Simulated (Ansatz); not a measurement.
# Ti3C2: the cost of one run

Method: DFT PBEsol, scalar-relativistic, plane waves, PAW, in Ansatz 0.2.0.

1 further run of the same task is left out (set aside as unsound or not needed). Runs told in other sessions of the task aren't counted.

### Step 1. Starting point

It takes space group P6_3/mmc (No. 194, hexagonal). Conventional cell: a = 3.042 Å, b = 3.042 Å, c = 14.985 Å, α = 90.00°, β = 90.00°, γ = 120.00°. Around Ti (site symmetry 3m) lie 3 C at 2.05 Å. Ti (site symmetry -3m) is surrounded by 6 C at 2.18 Å. Around C (site symmetry 3m) lie 6 Ti at 2.05 to 2.18 Å.

As a file:

```
Ti C
1.0
     3.04209    0.00000    0.00000
    -1.52104    2.63453    0.00000
     0.00000    0.00000   14.98465
Ti C
6 4
Direct
  0.33333 0.66667 0.84379
  0.66667 0.33333 0.34379
  0.66667 0.33333 0.15621
  0.33333 0.66667 0.65621
  0.00000 0.00000 0.00000
  0.00000 0.00000 0.50000
  0.66667 0.33333 0.91438
  0.33333 0.66667 0.41438
  0.66667 0.33333 0.58562
  0.33333 0.66667 0.08562
```

It goes back to an entry of the Materials Project, which need not be the stable form.

It is the result of an earlier relaxation at this level (volume 12.01 Å³/atom; gap on the mesh: none (metal)).

### Step 2. The reference cell

The reference gives a free energy of -15837.8372 eV, pressure 0.00 GPa, largest force 0.016 eV/Å and gap on the mesh none (metal). It was computed beforehand with the settings of the runs below.

### Step 3. Normal modes

The input, input.yaml:

```yaml
crystal:
  lattice:
    - [3.0420899491, 0.0, 0.0]
    - [-1.5210449746, 2.6345271765, 0.0]
    - [0.0, 0.0, 14.9846493651]
  atoms:
    - { symbol: Ti, position: [0.3333333333, 0.6666666667, 0.843791465] }
    - { symbol: Ti, position: [0.6666666667, 0.3333333333, 0.343791465] }
    - { symbol: Ti, position: [0.6666666667, 0.3333333333, 0.156208535] }
    - { symbol: Ti, position: [0.3333333333, 0.6666666667, 0.656208535] }
    - { symbol: Ti, position: [0.0, 0.0, 0.0] }
    - { symbol: Ti, position: [0.0, 0.0, 0.5] }
    - { symbol: C, position: [0.6666666667, 0.3333333333, 0.9143810442] }
    - { symbol: C, position: [0.3333333333, 0.6666666667, 0.4143810442] }
    - { symbol: C, position: [0.6666666667, 0.3333333333, 0.5856189558] }
    - { symbol: C, position: [0.3333333333, 0.6666666667, 0.0856189558] }
basis:
  ecutwfc: 420
kpoints:
  mp_grid: { grid: [18, 18, 4] }
hamiltonian:
  xc: pbesol
scf:
  occupations: { method: gaussian, width: 0.15 }
output:
  eigenvalues: true
phonons:
  method: fd
  supercell: [1, 1, 1]
  amplitude: 0.02
  eigenvectors: true
  dielectric: false
```

Run with:

```bash
$ ansatz run input.yaml --threads 2 --pin off --max-ram 5120MiB --backend cpu --events-out ev --progress --plain --runs-dir out
```

**Question.** How long does this run take on 2 threads of Arm Neoverse V2, shared host, and how much memory does it need?

About 8.5 min, with a peak of 1.9 GiB.
